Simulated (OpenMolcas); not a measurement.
**Rh³⁺ among point charges: CASSCF and CASPT2 levels and susceptibility**

Aim: the splitting of the states of Rh³⁺ in the field of 6 point charges, its lowest levels with spin-orbit coupling and its magnetic susceptibility.

Program: OpenMolcas 26.06. Level of theory: state-averaged CASSCF and CASPT2, spin-orbit coupling by RASSI with atomic mean-field integrals. These are calculated values, not measurements, unless marked.

### 1 The system

```
Species                           : Rh³⁺ (rhodium, Z = 45, 42 electrons)
Basis                             : ANO-RCC-VDZP [6s5p3d1f], 43 functions
Scalar Hamiltonian                : DKH2, point nucleus
Inactive shells                   : 1s 2s 2p 3s 3p 3d 4s 4p
Active space                      : 6 electrons in 5 orbitals (4d)
Some configurations of this space : 4d6
Orbitals                          : optimised for each spin and parity, averaged over all roots
```

The outer shells:

4d6
```
4d [↑↓][↑ ][↑ ][↑ ][↑ ]
```

The ion sits among 6 point charges of -1 e arranged as an octahedron (Oh), 2.34 Å from the ion.

The work runs as a chain of OpenMolcas steps in one folder; each step below is one input file. Labels, J, g values, rates, χT and fits are worked out afterwards by a script from the matrices that RASSI stores. The input lists half of the charges; inversion (Group=XYZ) makes the rest.

### 2 GATEWAY and SEWARD: basis and integrals

a.inp reads:

```
&GATEWAY
Coord
1

Rh 0.0 0.0 0.0
Basis=ANO-RCC-VDZP
Group=XYZ
NoMove
AngMom=0.0 0.0 0.0
AMFI
XField
3 Angstrom 0
2.340000 0.000000 0.000000 -1.000000
0.000000 2.340000 0.000000 -1.000000
0.000000 0.000000 2.340000 -1.000000
&SEWARD
```

Launch:

```sh
$ OMP_NUM_THREADS=1 MOLCAS_MEM=1689 MOLCAS_PROJECT=a pymolcas a.inp > a.log
```

### 3 Reference wave functions, quintets of even parity, 5 roots

a.inp reads:

```
&RASSCF
FileOrb=start.orb
Symmetry=1
Spin=5
nActEl=6 0 0
Inactive=9 9
Ras2=5 0
CIRoot=5 5 1
SDav=5
CIMx=300
Iter=120 100
PrWF=0.3
OrbListing=Nothing
MaxOrb=0
>>> COPY $Project.JobIph JOB001
```

start.orb holds the contracted functions of the basis, ordered by shell, or the orbitals of the step before.

### 4 Reference wave functions, triplets of even parity, 45 roots

a.inp reads:

```
&RASSCF
FileOrb=start.orb
Symmetry=1
Spin=3
nActEl=6 0 0
Inactive=9 9
Ras2=5 0
CIRoot=45 45 1
SDav=45
CIMx=300
Iter=120 100
PrWF=0.3
OrbListing=Nothing
MaxOrb=0
>>> COPY $Project.JobIph JOB002
```

### 5 CASSCF: singlets of even parity, 50 roots

a.inp reads:

```
&RASSCF
FileOrb=start.orb
Symmetry=1
Spin=1
nActEl=6 0 0
Inactive=9 9
Ras2=5 0
CIRoot=50 50 1
SDav=50
CIMx=300
Iter=120 100
PrWF=0.3
OrbListing=Nothing
MaxOrb=0
>>> COPY $Project.JobIph JOB003
```

### 6 State interaction with spin-orbit coupling

a.inp reads:

```
&RASSI
NrOfJobIphs=3 5 45 50
1 2 3 4 5
1 2 3 4 5 6 7 8 9 10 11 12 13 14 15 16 17 18 19 20 21 22 23 24 25 26 27
28 29 30 31 32 33 34 35 36 37 38 39 40 41 42 43 44 45
1 2 3 4 5 6 7 8 9 10 11 12 13 14 15 16 17 18 19 20 21 22 23 24 25 26 27
28 29 30 31 32 33 34 35 36 37 38 39 40 41 42 43 44 45 46 47 48 49 50
IphNames
JOB001
JOB002
JOB003
EJob
SpinOrbit
DIPRint=1.0
SOCoupling=1000.0
Subsets=2
Property=9
'ANGMOM' 1 'ANGMOM' 2 'ANGMOM' 3 'MLTPL  1' 1 'MLTPL  1' 2 'MLTPL  1' 3
'AMFI' 1 'AMFI' 2 'AMFI' 3
SOProperty=3
'ANGMOM' 1 'ANGMOM' 2 'ANGMOM' 3
```

### 7 CASPT2: IPEA 0.25, imaginary shift 0.1 (closed shells correlated: 4s 4p)

a.inp reads:

```
>>> COPY JOB001 $Project.JobIph
&CASPT2
Multistate=5 1 2 3 4 5
NoMult
Frozen=8 6
IPEA=0.25
Imaginary=0.1
MaxIter=60
WThr=0.0 0.3 0.05
PrWF=0.5
NoMix
>>> COPY JOB002 $Project.JobIph
&CASPT2
Multistate=45 1 2 3 4 5 6 7 8 9 10 11 12 13 14 15 16 17 18 19 20 21 22
23 24 25 26 27 28 29 30 31 32 33 34 35 36 37 38 39 40 41 42 43 44 45
NoMult
Frozen=8 6
IPEA=0.25
Imaginary=0.1
MaxIter=60
WThr=0.0 0.3 0.05
PrWF=0.5
NoMix
>>> COPY JOB003 $Project.JobIph
&CASPT2
Multistate=50 1 2 3 4 5 6 7 8 9 10 11 12 13 14 15 16 17 18 19 20 21 22
23 24 25 26 27 28 29 30 31 32 33 34 35 36 37 38 39 40 41 42 43 44 45 46
47 48 49 50
NoMult
Frozen=8 6
IPEA=0.25
Imaginary=0.1
MaxIter=60
WThr=0.0 0.3 0.05
PrWF=0.5
NoMix
```

(Steps that only read results are left out.)

What does the calculation give? Wanted: spin-free ground state; first state of the same spin within the active space; lowest level; next level.

**Answer**, as computed:

```
                                            quantity                                                                        value
                                              method  SS-CASPT2, IPEA 0.25, imaginary shift 0.1 (closed shells correlated: 4s 4p)
                              spin-free ground state                                              5T2, 3-fold in its orbital part
first state of the same spin within the active space                                                              5E at 2640 cm⁻¹
                                        lowest level                                                                    3-fold T2
                                          next level                                                                   363.1 cm⁻¹
                                         χT at 300 K                                                               4.86 cm³ K/mol
                           effective moment at 300 K                                                                      6.23 μB
```

Cost by method:

| method | time of its own steps | time with the reference |
| --- | --- | --- |
| A. CASSCF | 20 s | 20 s |
| B. SS-CASPT2, IPEA 0.25, imaginary shift 0.1, +4s 4p | 5 s | 25 s |

Times are of one thread on a shared host.

What this shows: The spin-free ground state (5T2) comes to 100 % from free-ion D terms and keeps the highest spin of the shell. χT at 300 K is 4.86, against 3.01 cm³ K/mol for the spin alone, so orbital moment adds to it. An active space of the d shell alone favours high spin; real ions in strong fields can be low spin. CASPT2 does not keep the components of a term degenerate, and the means are used. The field of point charges can differ much from that of real complexes. With metal d orbitals alone active, the gaps between spin states are rough; where two lie within a few thousand cm-1, their order is open. Point charges carry no covalency, so the field is a model and not that of real ligands.
